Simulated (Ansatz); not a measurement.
# Na3SF: one candidate of a structure search

Where does this trial cell of Na3SF go when cell and atoms are let free, and does the end survive a random kick?

Computed with Ansatz 0.2.0 (DFT PBE, scalar-relativistic, plane waves, PAW, unless a step's input says otherwise).

## Step 1: The starting structure

It takes space group P4/mbm (No. 127, tetragonal). Conventional cell: a = 6.521 Å, b = 6.521 Å, c = 4.611 Å, α = 90.00°, β = 90.00°, γ = 90.00°. Around Na (site symmetry m2m) lie 2 F at 2.31 Å and 4 S at 3.13 to 3.39 Å and 8 Na at 3.27 Å. Na (site symmetry 4/m) has 2 F at 2.31 Å and 4 S at 3.26 Å in its first shell of neighbours. S (site symmetry mmm) has 12 Na at 3.13 to 3.39 Å in its first shell of neighbours. F (site symmetry 4/m) has 6 Na at 2.31 Å in its first shell of neighbours.

Coordinates:

```xyz
10
Lattice="6.5206 0.0000 0.0000 0.0000 6.5206 0.0000 0.0000 0.0000 4.6107" Properties=species:S:1:pos:R:3 pbc="T T T"
Na    5.0192    1.7589    0.0000
Na    4.7617    5.0192    0.0000
Na    3.2603    3.2603    2.3054
Na    1.5014    4.7617    0.0000
Na    1.7589    1.5014    0.0000
Na    0.0000    0.0000    2.3054
S     0.0000    3.2603    2.3054
S     3.2603    0.0000    2.3054
F     3.2603    3.2603    0.0000
F     0.0000    0.0000    0.0000
```

The cell is invented: antiperovskite family, tilts a0a0c+ (P4/mbm, No. 127). Its size is a rough estimate.

## Step 2: A first look at the guess

Input file input.yaml:

```yaml
crystal:
  lattice:
    - [6.52055098, 0.0, 0.0]
    - [0.0, 6.52055098, 0.0]
    - [0.0, 0.0, 4.61072581]
  atoms:
    - { symbol: Na, position: [0.76974608, 0.26974608, 0.0] }
    - { symbol: Na, position: [0.73025392, 0.76974608, 0.0] }
    - { symbol: Na, position: [0.5, 0.5, 0.5] }
    - { symbol: Na, position: [0.23025392, 0.73025392, 0.0] }
    - { symbol: Na, position: [0.26974608, 0.23025392, 0.0] }
    - { symbol: Na, position: [0.0, 0.0, 0.5] }
    - { symbol: S, position: [0.0, 0.5, 0.5] }
    - { symbol: S, position: [0.5, 0.0, 0.5] }
    - { symbol: F, position: [0.5, 0.5, 0.0] }
    - { symbol: F, position: [0.0, 0.0, 0.0] }
basis:
  ecutwfc: 420
kpoints:
  mp_grid: { grid: [4, 4, 4] }
hamiltonian:
  xc: pbe
scf:
  occupations: { method: gaussian, width: 0.1 }
  lower_state_search: "off"
output:
  forces: true
  stress: true
  eigenvalues: true
```

Launch:

```
$ ansatz run input.yaml --threads 1 --pin off --max-ram 2560MiB --backend cpu --events-out ev --progress --plain --runs-dir out
```

The session goes on with these runs: full relaxation; relaxation repeated from the relaxed cell; kick test: the unmoved cell on a coarse mesh; random kick, then relaxation.

What does the calculation give? Wanted: conventional cell; volume; energy over the elements; gap on the mesh.

As calculated:

```
                                                              quantity                                                                      value
                                symmetry at the end (tolerance 0.02 Å)                                               space group P4/mbm (No. 127)
                                                     conventional cell  a = 6.295 Å, b = 6.295 Å, c = 4.525 Å, α = 90.00°, β = 90.00°, γ = 90.00°
                                                                volume                                                              17.93 Å³/atom
energy over the elements (uncorrected; H, N, O, F and Cl as molecules)                                                              -1.68 eV/atom
                                                       gap on the mesh                                                                    2.31 eV
```

The space group P4/mbm (No. 127) is kept, and the volume per atom shrinks by 8.5 % from the first guess. It lies below the elements, which doesn't yet make it stable: competing phases were not computed in this session. The kick test gives no clear verdict at this accuracy.
